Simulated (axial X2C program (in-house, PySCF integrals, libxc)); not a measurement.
**SnO⁺: from the state search to constants**

What are the state, bond length, wavenumber and bond energy of SnO⁺, and what does spin–orbit coupling change?

Program: an in-house X2C program for linear molecules on PySCF integrals. Level of theory: all-electron X2C, Sn dyall-cv3z, O dyall-av3z. These are calculated values, not measurements.

## (1) The job

task.json

```json
{"zs": [50, 8], "q": 1, "bas": ["dyall-cv3z", "dyall-av3z"], "levels": ["PBE0", "HF", "PBE50"], "cc": true, "r0": 1.87, "thr": -1.0, "nmax": 90, "npts": 10, "nst": 2, "ntry": 6}
```

Keys: zs atomic numbers; q charge; bas basis sets; levels methods (HF also brings MP2); cc coupled cluster on or off; r0 starting distance in Å; thr threshold in hartree for freezing inner shells (an s shell follows its p shell); nmax most natural virtual spinors; npts points asked for on the curve; nst determinants followed; ntry starts of the search.

Run with:

```
python so2c.py task.json out
```

Spin-free means the one-electron spin-free X2C Hamiltonian; two-component (2c) means X2C with spin–orbit coupling and atomic mean-field two-electron Coulomb and Gaunt terms. Basis: Sn dyall-cv3z contracted to [11s12p9d4f1g], O dyall-av3z contracted to [7s6p3d2f]; Gaussian nuclei, density fitting. Masses: Sn 119.902 u, O 15.995 u.

Notation: σ, π±, δ± give the projection m of an orbital's angular momentum (0, ±1, ±2), α and β its spin, Λ and M_S the sums; ω is the projection of a spinor's total angular momentum and Ω the sum. Logs are in hartree.

The results follow Hamiltonian by Hamiltonian and level by level.

## (2) Search for the lowest determinant

PBE0 moves the distance from 1.870 Å to 1.980 Å and compares determinants there.

Spin-free determinants:

| ΔE (eV) | state | open shells |
| --- | --- | --- |
| 0.00 | M_S = 1/2, Λ = 1 | beyond closed shells: π+α, π+β, π-α |
| 0.38 | M_S = 1/2, Λ = 0 | beyond closed shells: σα |
| 3.55 | M_S = 3/2, Λ = 2 | beyond closed shells: σα, 2 × π+α, π+β, π-α |
| 3.55 | M_S = 3/2, Λ = 0 | beyond closed shells: σα, π+α, π+β, 2 × π-α |
| 3.99 | M_S = 1/2, Λ = 2 | beyond closed shells: σα, π+α, 2 × π+β, π-α |
| 4.03 | M_S = 1/2, Λ = 2 | beyond closed shells: σα, 2 × π+α, π+β, π-β |
| 4.08 | M_S = 3/2, Λ = 1 | beyond closed shells: 2 × π+α, π-α |

Two-component determinants:

```
ΔE (eV)    state                                  open shells
   0.00  Ω = 3/2                excess of +ω over −ω: ω = 3/2
   0.06  Ω = 1/2                excess of +ω over −ω: ω = 1/2
   3.76  Ω = 7/2   excess of +ω over −ω: ω = 1/2, 2 × ω = 3/2
   3.79  Ω = 3/2                excess of +ω over −ω: ω = 3/2
   3.82  Ω = 5/2   excess of +ω over −ω: 2 × ω = 1/2, ω = 3/2
   3.93  Ω = 1/2  excess of +ω over −ω: 2 × ω = -1/2, ω = 3/2
   4.29  Ω = 5/2  excess of +ω over −ω: ω = -1/2, 2 × ω = 3/2
```

## (3) PBE0, spin-free

State followed: M_S = 1/2, Λ = 1 (beyond closed shells: π+α, π+β, π-α). The scan is laid around 1.980 Å, a first estimate of the minimum, and this SCF restarts from the orbitals of the search.

The SCF at the reference distance of 1.980 Å:

```text
spin-free X2C-1e  PBE0
basis functions 183  fitting functions 933  grid points 5076
iter        total energy     max residual
   1      -6251.135307498     2.57e-05
   2      -6251.135307501     3.59e-05
   3      -6251.135307517     1.63e-05
   4      -6251.135307520     5.04e-06
   5      -6251.135307522     8.57e-07
converged
one-electron -8792.02110465  Coulomb 2608.57397537  exact exchange -42.98116377  xc functional -131.61150153  nuclear repulsion 106.90448705
```

Along the bond, energies from the lowest point:

```csv
R (Å),E (eV),μ (D),HOMO (eV),LUMO (eV),iterations
1.723,1.0426,-1.38,-15.19,-12.80,11
1.802,0.4231,-1.74,-15.19,-12.32,11
1.861,0.1630,-2.01,-15.16,-11.98,11
1.921,0.0324,-2.28,-15.09,-11.67,11
1.980,0.0000,-2.53,-14.89,-11.39,5
2.049,0.0543,-2.82,-14.51,-11.09,12
2.119,0.1802,-3.08,-14.16,-10.84,12
2.208,0.4126,-3.40,-13.75,-10.58,13
2.317,0.7600,-3.73,-13.29,-10.36,13
2.475,1.3111,-4.06,-12.73,-10.21,16
```

Dipoles are positive if O is the positive end and refer to the centre of mass.

Outer orbitals at the reference distance:

| symmetry | occupied | ε (eV) | atomic character |
| --- | --- | --- | --- |
| σα | yes | -32.95 | 76% O s, 13% Sn d, 5% Sn p |
| σβ | yes | -30.88 | 78% O s, 8% Sn d, 6% Sn p |
| σα | yes | -19.58 | 51% Sn s, 40% O p, 6% O s |
| σβ | yes | -19.32 | 55% Sn s, 34% O p, 7% O s |
| π-α | yes | -16.92 | 91% O p, 4% Sn p, 2% Sn d |
| π+α | yes | -16.92 | 91% O p, 4% Sn p, 2% Sn d |
| σα | yes | -15.47 | 50% O p, 24% Sn s, 21% Sn p |
| σβ | yes | -15.00 | 55% O p, 23% Sn p, 18% Sn s |
| π+β | yes | -14.89 | 85% O p, 10% Sn p, 3% Sn d |
| π-β | no | -11.39 | 66% O p, 30% Sn p |
| π+α | no | -9.20 | 85% Sn p, 8% O p, 4% O d |
| π-α | no | -9.20 | 85% Sn p, 8% O p, 4% O d |
| π+β | no | -9.06 | 80% Sn p, 12% O p, 4% O d |

PBE0 fields in the half plane through the axis: z from -2.4 to 4.2 Å across, distance from the axis 0.15 to 2.25 Å upwards; Sn lies at z = 0 and O at z = 1.980 Å; the ELF is damped to zero where the density is low.

log10 density (e/bohr³). Ten even steps from ' ' (-5.70 ) to '@' (1.82 ):
```
....::::::::--------::::::::::::::::......    
..::::--------------------------::::::::....  
::::------==============--------------::::....
::----======++++++++================----::....
::----====++++++++++++++++++++++++====----::..
----====++++**********++++********++====--::..
----==++++****##%%##********####****++==--::::
----==++++**##%%@@%%##****########**++==----::
```

ELF. Ten even steps from '0' (0.00 ) to '9' (0.93 ):
```
00000111000000000000000
00014554310000000000000
00268876431000100000000
01699864332112222110000
05998643222124555421000
28998533432147888752000
39997347874168889974100
49996364846179119985200
```

Re = 1.974 Å, ωe = 644 cm⁻¹, ωexe = 2.72 cm⁻¹, Be = 0.3067 cm⁻¹, De = 3.10 eV, μ = -2.50 D.

## (4) HF, spin-free

Output at 1.980 Å:

```text
spin-free X2C-1e  HF
basis functions 183  fitting functions 933  grid points 5076
iter        total energy     max residual
   1      -6248.467297290     2.33e-01
   2      -6248.495306373     6.32e-03
   3      -6248.496517068     3.65e-03
   4      -6248.496745688     1.61e-03
   5      -6248.496817968     7.81e-04
   6      -6248.496840493     3.93e-04
   7      -6248.496847927     2.03e-04
   8      -6248.496851622     1.32e-04
   9      -6248.496852381     7.11e-05
  10      -6248.496852613     2.64e-05
  11      -6248.496852631     1.04e-05
  12      -6248.496852634     7.01e-06
  13      -6248.496852634     3.24e-06
  14      -6248.496852635     7.01e-07
converged
one-electron -8791.04484789  Coulomb 2607.68793019  exact exchange -172.04442198  xc functional 0.00000000  nuclear repulsion 106.90448705
```

Re = 1.950 Å, ωe = 688 cm⁻¹, Be = 0.3143 cm⁻¹, De = 1.22 eV, μ = -2.84 D.

## (5) PBE50, spin-free

The SCF at the reference distance of 1.980 Å:

```text
spin-free X2C-1e  PBE50
basis functions 183  fitting functions 933  grid points 5076
iter        total energy     max residual
   1      -6251.207589636     8.10e-02
   2      -6251.211185066     3.68e-03
   3      -6251.211058766     5.97e-03
   4      -6251.211477224     4.97e-04
   5      -6251.211483464     2.06e-04
   6      -6251.211484759     9.79e-05
   7      -6251.211485203     4.97e-05
   8      -6251.211485248     1.73e-05
   9      -6251.211485259     6.36e-06
  10      -6251.211485261     1.20e-06
converged
one-electron -8792.11147363  Coulomb 2608.70648388  exact exchange -85.99206332  xc functional -88.71891924  nuclear repulsion 106.90448705
```

Re = 1.949 Å, ωe = 680 cm⁻¹, ωexe = 2.71 cm⁻¹, Be = 0.3145 cm⁻¹, De = 2.77 eV, μ = -2.60 D.

## (6) MP2 and beyond, spin-free

Correlated methods: 9 electrons correlated (frozen shells, counted by type: Sn 4 s, 3 p, 2 d; O 1 s), 259 virtual spinors in MP2, 90 natural virtuals in coupled cluster.

Output of the correlated part at 1.980 Å:

```text
correlated 9  virtual 259  natural virtual 90  E(MP2) -0.257172598  MP2 remainder -0.006842885
iter   CCSD correlation   residual
   1     -0.257874574   1.26e-01
   2     -0.265052045   6.08e-02
   3     -0.268408762   2.78e-02
   4     -0.268398774   1.01e-02
   5     -0.268536389   5.37e-03
   6     -0.268626917   2.33e-03
   7     -0.268628683   8.33e-04
   8     -0.268635987   3.27e-04
   9     -0.268633710   1.62e-04
  10     -0.268633277   6.62e-05
  11     -0.268632310   2.95e-05
  12     -0.268632152   1.26e-05
  13     -0.268632029   5.80e-06
  14     -0.268632043   2.64e-06
(T) -0.010266914  T1 0.0315  D1 0.0601  max T2 0.074
```

T1 in the output is the amplitude norm over the root of the electron number; divide by √2 for the Lee–Taylor value.

MP2: No constants are quoted: the points don't follow one smooth fit.

CCSD: Re = 1.979 Å, ωe = 652 cm⁻¹, ωexe = 2.73 cm⁻¹, Be = 0.3052 cm⁻¹, De = 2.94 eV. T1 at Re = 0.022 (Lee–Taylor, the printed value over √2).

CCSD(T): Re = 1.988 Å, ωe = 636 cm⁻¹, ωexe = 2.51 cm⁻¹, Be = 0.3024 cm⁻¹, De = 3.12 eV. T1 at Re = 0.022 (Lee–Taylor, the printed value over √2).

## (7) A higher determinant, spin-free

State: M_S = 1/2, Λ = 0 (beyond closed shells: σα).

Output at the reference distance:

```text
spin-free X2C-1e  PBE0
basis functions 183  fitting functions 933  grid points 5076
iter        total energy     max residual
   1      -6251.121286383     4.36e-06
   2      -6251.121286381     1.35e-05
converged
one-electron -8791.23613687  Coulomb 2607.78283164  exact exchange -42.97038793  xc functional -131.60208028  nuclear repulsion 106.90448705
```

```csv
R (Å),E above the lowest PBE0 point (eV)
1.723,0.476
1.802,0.227
1.861,0.195
1.921,0.255
1.980,0.382
2.049,0.587
2.119,0.833
2.208,1.182
2.317,1.625
```

Re = 1.849 Å, ωe = 731 cm⁻¹, ωexe = 3.43 cm⁻¹, Be = 0.3493 cm⁻¹, μ = -3.37 D. Te = 0.19 eV.

## (8) The spin-free curves together

Energy (eV) of the followed determinant, spin-free, from each level's lowest point:

```csv
R (Å),PBE0,HF,MP2,CCSD,CCSD(T),PBE50
1.723,1.043,0.933,1.147,n/a,n/a,0.898
1.802,0.423,0.336,0.480,0.464,0.498,0.323
1.861,0.163,0.101,0.194,0.184,0.207,0.097
1.921,0.032,0.000,0.045,0.041,0.052,0.000
1.980,0.000,0.000,0.000,0.000,0.000,0.001
2.049,0.054,0.094,0.046,0.049,0.036,0.093
2.119,0.180,0.259,0.174,0.174,0.147,0.256
2.208,0.413,0.535,0.443,0.408,0.366,0.533
2.317,0.760,0.886,1.077,n/a,n/a,0.931
2.475,1.311,1.174,2.126,n/a,n/a,1.537
```

## (9) PBE0, 2c

State followed: Ω = 3/2 (excess of +ω over −ω: ω = 3/2). The scan is laid around 1.980 Å, a first estimate of the minimum, and this SCF restarts from the orbitals of the search.

The SCF at the reference distance of 1.980 Å:

```text
two-component X2C + atomic mean field  PBE0
basis functions 183  fitting functions 933  grid points 5076
iter        total energy     max residual
   1      -6248.533154330     2.39e-05
   2      -6248.533154338     3.29e-05
   3      -6248.533154347     1.41e-05
   4      -6248.533154349     6.50e-06
   5      -6248.533154350     4.88e-07
converged
one-electron -8784.59284290  Coulomb 2607.17268063  exact exchange -42.95581139  xc functional -131.53811543  nuclear repulsion 106.90448705  atomic mean-field constant -3.52355231
```

Along the bond, energies from the lowest point:

```csv
R (Å),E (eV),μ (D),HOMO (eV),LUMO (eV),iterations
1.723,1.0386,-1.35,-15.20,-12.76,11
1.802,0.4213,-1.71,-15.20,-12.28,11
1.861,0.1622,-1.97,-15.17,-11.94,11
1.921,0.0322,-2.23,-15.11,-11.63,12
1.980,0.0000,-2.48,-14.92,-11.34,5
2.049,0.0541,-2.76,-14.54,-11.04,12
2.119,0.1792,-3.02,-14.19,-10.78,12
2.208,0.4097,-3.32,-13.78,-10.50,13
2.317,0.7531,-3.63,-13.32,-10.26,14
2.475,1.2933,-3.86,-12.76,-10.06,16
```

Dipoles are positive if O is the positive end and refer to the centre of mass.

Outer spinors at the reference distance:

```csv
ω,occupied,ε (eV),atomic character,λ mixture
1/2,yes,-32.99,"75% O s, 14% Sn d, 5% Sn p",100% σ
-1/2,yes,-30.90,"78% O s, 8% Sn d, 6% Sn p",100% σ
1/2,yes,-19.58,"50% Sn s, 41% O p, 6% O s",100% σ
-1/2,yes,-19.32,"55% Sn s, 34% O p, 7% O s",100% σ
-1/2,yes,-16.99,"91% O p, 5% Sn p, 2% Sn d",100% π
3/2,yes,-16.96,"91% O p, 4% Sn p, 2% Sn d",100% π
1/2,yes,-15.49,"50% O p, 24% Sn s, 21% Sn p",100% σ
-1/2,yes,-15.02,"54% O p, 23% Sn p, 18% Sn s",100% σ
1/2,yes,-14.92,"84% O p, 11% Sn p, 3% Sn d",100% π
-3/2,no,-11.34,"69% O p, 27% Sn p",100% π
-1/2,no,-9.36,"85% Sn p, 8% O p, 4% O d",100% π
1/2,no,-9.22,"79% Sn p, 13% O p, 4% O d",100% π
3/2,no,-9.01,"85% Sn p, 7% O p, 4% O d",100% π
```

PBE0 fields in the half plane through the axis: z from -2.4 to 4.2 Å across, distance from the axis 0.15 to 2.25 Å upwards; Sn lies at z = 0 and O at z = 1.980 Å; the ELF is damped to zero where the density is low.

log10 density (e/bohr³). Ten even steps from ' ' (-5.71 ) to '@' (1.82 ):
```
....::::::::----------::::::::::::::......    
..::::--------------------------::::::......  
::::------==============--------------::::..  
::----======++++++++================----::....
::----====++++++++++++++++++++++++====----::..
----====++++**********++++********++====--::..
----==++++****##%%##********####****++==--::::
----==++++**##%%@@%%##****########**++==----::
```

ELF. Ten even steps from '0' (0.00 ) to '9' (0.93 ):
```
00000111100000000000000
00014554310000000000000
00268876431000100000000
01699864332112222110000
05998643222124555421000
28998533432147888752000
39997347874168889974100
49996364846179119985200
```

Re = 1.974 Å, ωe = 642 cm⁻¹, ωexe = 2.77 cm⁻¹, Be = 0.3067 cm⁻¹, De = 2.88 eV, μ = -2.46 D.

## (10) HF, 2c

The SCF at the reference distance of 1.980 Å:

```text
two-component X2C + atomic mean field  HF
basis functions 183  fitting functions 933  grid points 5076
iter        total energy     max residual
   1      -6245.862473100     2.33e-01
   2      -6245.890542187     6.37e-03
   3      -6245.891771169     3.77e-03
   4      -6245.892007316     1.65e-03
   5      -6245.892083105     8.04e-04
   6      -6245.892107121     4.07e-04
   7      -6245.892115050     2.13e-04
   8      -6245.892119105     1.33e-04
   9      -6245.892120121     7.33e-05
  10      -6245.892120579     3.25e-05
  11      -6245.892120709     2.46e-05
  12      -6245.892120773     1.80e-05
  13      -6245.892120821     1.01e-05
  14      -6245.892120839     4.96e-06
  15      -6245.892120842     3.10e-06
  16      -6245.892120842     1.13e-06
converged
one-electron -8783.60178133  Coulomb 2606.27167078  exact exchange -171.94294504  xc functional 0.00000000  nuclear repulsion 106.90448705  atomic mean-field constant -3.52355231
```

Re = 1.949 Å, ωe = 686 cm⁻¹, Be = 0.3145 cm⁻¹, De = 0.904 eV, μ = -2.80 D.

## (11) PBE50, 2c

Output at 1.980 Å:

```text
two-component X2C + atomic mean field  PBE50
basis functions 183  fitting functions 933  grid points 5076
iter        total energy     max residual
   1      -6248.604432488     8.09e-02
   2      -6248.608028344     3.74e-03
   3      -6248.607891407     6.16e-03
   4      -6248.608328768     5.08e-04
   5      -6248.608335539     2.28e-04
   6      -6248.608337081     1.04e-04
   7      -6248.608337689     6.10e-05
   8      -6248.608337763     2.10e-05
   9      -6248.608337782     8.56e-06
  10      -6248.608337784     1.58e-06
  11      -6248.608337784     4.08e-07
converged
one-electron -8784.67664297  Coulomb 2607.29845999  exact exchange -85.94129953  xc functional -88.66979001  nuclear repulsion 106.90448705  atomic mean-field constant -3.52355231
```

Re = 1.948 Å, ωe = 680 cm⁻¹, ωexe = 2.73 cm⁻¹, Be = 0.3146 cm⁻¹, De = 2.52 eV, μ = -2.56 D.

## (12) MP2 and beyond, 2c

Correlated methods: 9 electrons correlated (frozen shells, counted by type: Sn 4 s, 3 p, 2 d; O 1 s), 259 virtual spinors in MP2, 90 natural virtuals in coupled cluster.

Output of the correlated part at 1.980 Å:

```text
correlated 9  virtual 259  natural virtual 90  E(MP2) -0.257231576  MP2 remainder -0.006839865
iter   CCSD correlation   residual
   1     -0.257830943   1.26e-01
   2     -0.264995291   6.09e-02
   3     -0.268355656   2.76e-02
   4     -0.268343204   9.86e-03
   5     -0.268476381   5.20e-03
   6     -0.268562632   2.23e-03
   7     -0.268564178   7.93e-04
   8     -0.268570978   3.11e-04
   9     -0.268568969   1.56e-04
  10     -0.268568577   6.51e-05
  11     -0.268567652   2.92e-05
  12     -0.268567506   1.26e-05
  13     -0.268567387   5.95e-06
  14     -0.268567406   2.80e-06
(T) -0.010298933  T1 0.0314  D1 0.0578  max T2 0.070
```

MP2: No constants are quoted: the points don't follow one smooth fit.

CCSD: Re = 1.978 Å, ωe = 651 cm⁻¹, ωexe = 2.73 cm⁻¹, Be = 0.3052 cm⁻¹, De = 2.66 eV. T1 at Re = 0.022 (Lee–Taylor, the printed value over √2).

CCSD(T): Re = 1.988 Å, ωe = 635 cm⁻¹, ωexe = 2.47 cm⁻¹, Be = 0.3024 cm⁻¹, De = 2.83 eV. T1 at Re = 0.022 (Lee–Taylor, the printed value over √2).

## (13) A higher determinant, 2c

State: Ω = 1/2 (excess of +ω over −ω: ω = 1/2).

Output at the reference distance:

```text
two-component X2C + atomic mean field  PBE0
basis functions 183  fitting functions 933  grid points 5076
iter        total energy     max residual
   1      -6248.531061250     5.12e-06
   2      -6248.531061251     7.02e-06
converged
one-electron -8784.54788247  Coulomb 2607.12988072  exact exchange -42.95602715  xc functional -131.53796710  nuclear repulsion 106.90448705  atomic mean-field constant -3.52355231
```

```csv
R (Å),E above the lowest PBE0 point (eV)
1.723,0.506
1.802,n/a
1.861,0.218
1.921,0.089
1.980,0.057
2.049,0.111
2.119,0.237
2.208,0.469
2.317,0.817
```

No constants are quoted: the solution changes its character somewhere along the scan, so the fit is set aside.

## (14) The 2c curves together

Energy (eV) of the followed determinant, 2c, from each level's lowest point:

```csv
R (Å),PBE0,HF,MP2,CCSD,CCSD(T),PBE50
1.723,1.039,0.928,1.143,n/a,n/a,0.893
1.802,0.421,0.333,0.478,0.462,0.496,0.320
1.861,0.162,0.100,0.193,0.183,0.206,0.096
1.921,0.032,0.000,0.045,0.040,0.052,0.000
1.980,0.000,0.001,0.000,0.000,0.000,0.002
2.049,0.054,0.096,0.047,0.050,0.036,0.094
2.119,0.179,0.261,0.175,0.174,0.146,0.257
2.208,0.410,0.536,0.450,0.409,0.366,0.534
2.317,0.753,0.871,1.198,n/a,n/a,0.930
2.475,1.293,1.056,2.322,n/a,n/a,1.532
```

Time for the job: 2.2 min (1 thread of Arm Neoverse V1, shared host).

## (15) What came out

Lowest determinant that the search found at its distance, spin-free: M_S = 1/2, Λ = 1 (beyond closed shells: π+α, π+β, π-α).

Lowest determinant that the search found at its distance, 2c: Ω = 3/2 (excess of +ω over −ω: ω = 3/2).

| Hamiltonian | level | Re (Å) | ωe (cm⁻¹) | De (eV) | μ (D) |
| --- | --- | --- | --- | --- | --- |
| spin-free | PBE0 | 1.974 | 644 | 3.10 | -2.50 |
| spin-free | HF | 1.950 | 688 | 1.22 | -2.84 |
| spin-free | CCSD | 1.979 | 652 | 2.94 | n/a |
| spin-free | CCSD(T) | 1.988 | 636 | 3.12 | n/a |
| spin-free | PBE50 | 1.949 | 680 | 2.77 | -2.60 |
| 2c | PBE0 | 1.974 | 642 | 2.88 | -2.46 |
| 2c | HF | 1.949 | 686 | 0.904 | -2.80 |
| 2c | CCSD | 1.978 | 651 | 2.66 | n/a |
| 2c | CCSD(T) | 1.988 | 635 | 2.83 | n/a |
| 2c | PBE50 | 1.948 | 680 | 2.52 | -2.56 |

Dipoles are positive if O is the positive end and refer to the centre of mass. No constants: spin-free MP2 (the points don't follow one smooth fit); 2c MP2 (the points don't follow one smooth fit).

Time per point (s) on 1 thread of Arm Neoverse V1, shared host (2c runs; CCSD comes with the CCSD(T) run); the times are rough: PBE0 0.66, HF 0.61, CCSD(T) 3.5, PBE50 0.72.

In words: At CCSD(T), going from spin-free to two-component changes Re by 0 mÅ, ωe by -0.2 %, which is small (part of it comes from the scalar share of the two-electron terms). De moves by -0.29 eV; both De rest on single-determinant atoms, which can miss part of an open shell's spin–orbit lowering.

De refers to Sn+ + O, each in the lowest determinant found, which need not be this curve's own limit. The state is a single determinant with fixed occupations, the lowest that a limited PBE0 search found. Dissociation energies refer to the lowest single-determinant-based atoms at the same level and basis. Density functionals use the spin component along the axis (collinear). Coupled cluster ran in a truncated set of natural virtual spinors; the MP2 energy of the rest was added. The spin-free determinant is spin-contaminated at some levels. With the outer-core shells frozen, correlated bond lengths of heavy atoms tend to come out a few hundredths of an ångström too long. T1 at Re is 0.022 (Lee–Taylor), above the customary mark of 0.02.
